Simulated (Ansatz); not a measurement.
# NaLiCl2 (ordered alloy on rocksalt lattice): from bands to localised orbitals

Where do the localised orbitals of NaLiCl2 (ordered alloy on rocksalt lattice) sit, how far are they spread, and how do the settings change that? The runs, in order: PBE, anion s p, 6×6×6; PBE, anion s p, 4×4×4; PBE, anion s p, 8×8×8; PBE, anion p, 6×6×6; PBE, cation s and anion p, disentangled, 6×6×6; r2SCAN, anion s p, 6×6×6; r2SCAN, anion p, 6×6×6; r2SCAN, cation s and anion p, disentangled, 6×6×6; HSE06, anion s p, 6×6×6; HSE06, anion p, 6×6×6 (level, trial orbitals, Wannier mesh).

Computed with Ansatz 0.2.0 (plane waves, PAW, unless a step's input says otherwise).

1 further run of the same task is left out (it didn't finish).

## Step 1: The starting structure

Symmetry: R-3m, No. 166, trigonal system. The conventional cell has a = 3.783 Å, b = 3.783 Å, c = 18.743 Å, α = 90.00°, β = 90.00°, γ = 120.00°. Around Li (site symmetry -3m) lie 6 Cl at 2.61 Å. Na (site symmetry -3m) has 6 Cl at 2.76 Å as nearest neighbours. Around Cl (site symmetry 3m) lie 3 Li at 2.61 Å and 3 Na at 2.76 Å.

Structure file:

```
CELL_PARAMETERS angstrom
1.89160 1.09211 6.24764
-1.89160 1.09211 6.24764
0.00000 -2.18423 6.24764
ATOMIC_POSITIONS crystal
Li 0.00000 0.00000 0.00000
Na 0.50000 0.50000 0.50000
Cl 0.25669 0.25669 0.25669
Cl 0.74331 0.74331 0.74331
```

The cell was relaxed beforehand with r2SCAN; those runs aren't shown.

## Step 2: PBE, anion s p, 6×6×6

File input.yaml:

```yaml
crystal:
  lattice:
    - [1.8915979397, 1.0921145797, 6.2476405503]
    - [-1.8915979397, 1.0921145797, 6.2476405503]
    - [0.0, -2.1842291594, 6.2476405503]
  atoms:
    - { symbol: Li, position: [1.0, 0.0, 0.0] }
    - { symbol: Na, position: [0.5, 0.5, 0.5] }
    - { symbol: Cl, position: [0.2566860795, 0.2566860795, 0.2566860795] }
    - { symbol: Cl, position: [0.7433139205, 0.7433139205, 0.7433139205] }
kpoints:
  mp_grid: { grid: [6, 6, 6] }
  band_path:
    path:
      - [[0.0, 0.0, 0.0], [0.5, 0.5, 0.5], [0.8129622989976, 0.1870377010024, 0.5]]
      - [[0.5, -0.1870377010024, 0.1870377010024], [0.5, 3.157815221662e-17, 1.02257145138e-16], [0.0, 0.0, 0.0], [0.3435188505012, -0.3435188505012, -1.480075249867e-17]]
      - [[0.6564811494988, 6.315630443323e-17, 0.3435188505012], [0.5, 6.315630443323e-17, 0.5], [0.0, 0.0, 0.0]]
    npoints: 10
hamiltonian:
  xc: pbe
scf:
  occupations: { method: fixed }
  n_extra_bands: 6
output:
  forces: false
  stress: false
  eigenvalues: true
  wannier:
    kmesh: [6, 6, 6]
    projections: [{ species: Cl, l: s, shell: 3 }, { species: Cl, l: p, shell: 3 }]
    minimise: true
    write_hr: true
    conv_tol: 1.0e-08
    max_iter: 3000
  write_density: true
  write_potential: true
  elf: true
  volumetric_format: npy
```

Started as:

```
$ ansatz run input.yaml --threads 4 --pin off --max-ram 3686MiB --backend cpu --events-out ev --progress --plain --runs-dir out
```

After this run come: PBE, anion s p, 4×4×4; PBE, anion s p, 8×8×8; PBE, anion p, 6×6×6; PBE, cation s and anion p, disentangled, 6×6×6; r2SCAN, anion s p, 6×6×6; r2SCAN, anion p, 6×6×6; r2SCAN, cation s and anion p, disentangled, 6×6×6; HSE06, anion s p, 6×6×6; HSE06, anion p, 6×6×6.

Before running them: what should the planned runs give, taken together? Wanted: total spread, PBE, anion s p, 6×6×6; total spread, PBE, anion s p, 4×4×4; total spread, PBE, anion s p, 8×8×8; total spread, PBE, anion p, 6×6×6; total spread, PBE, cation s and anion p, disentangled, 6×6×6; total spread, r2SCAN, anion s p, 6×6×6; total spread, r2SCAN, anion p, 6×6×6; total spread, r2SCAN, cation s and anion p, disentangled, 6×6×6; total spread, HSE06, anion s p, 6×6×6.

The runs gave:

| quantity | value |
| --- | --- |
| total spread, PBE, anion s p, 6×6×6 | 8.12 Å² over 8 functions |
| total spread, PBE, anion s p, 4×4×4 | 7.89 Å² over 8 functions |
| total spread, PBE, anion s p, 8×8×8 | 8.20 Å² over 8 functions |
| total spread, PBE, anion p, 6×6×6 | 8.10 Å² over 6 functions |
| total spread, PBE, cation s and anion p, disentangled, 6×6×6 | 14.59 Å² over 8 functions |
| total spread, r2SCAN, anion s p, 6×6×6 | 7.98 Å² over 8 functions |
| total spread, r2SCAN, anion p, 6×6×6 | 7.96 Å² over 6 functions |
| total spread, r2SCAN, cation s and anion p, disentangled, 6×6×6 | 14.87 Å² over 8 functions |
| total spread, HSE06, anion s p, 6×6×6 | 7.96 Å² over 8 functions |
| total spread, HSE06, anion p, 6×6×6 | 7.94 Å² over 6 functions |
| centres of the first set | 0.46 Å from the nearest atom |

What this shows: With PBE, anion s p, 6×6×6 the 8 functions move off the atoms, with a mean spread of 1.01 Å²; 81 % of the total is gauge invariant. The total spread goes from 7.89 Å² on 4×4×4 to 8.20 Å² on 8×8×8: finite differences in k understate it on coarse meshes, while the largest miss of a band goes from 0.03 to 0.00 eV. On one set and mesh the functional gives 8.12 (PBE), 7.98 (r2SCAN), 7.96 (HSE06) Å². The disentangled models miss some band by up to 0.8 eV, which may lie outside their frozen windows.
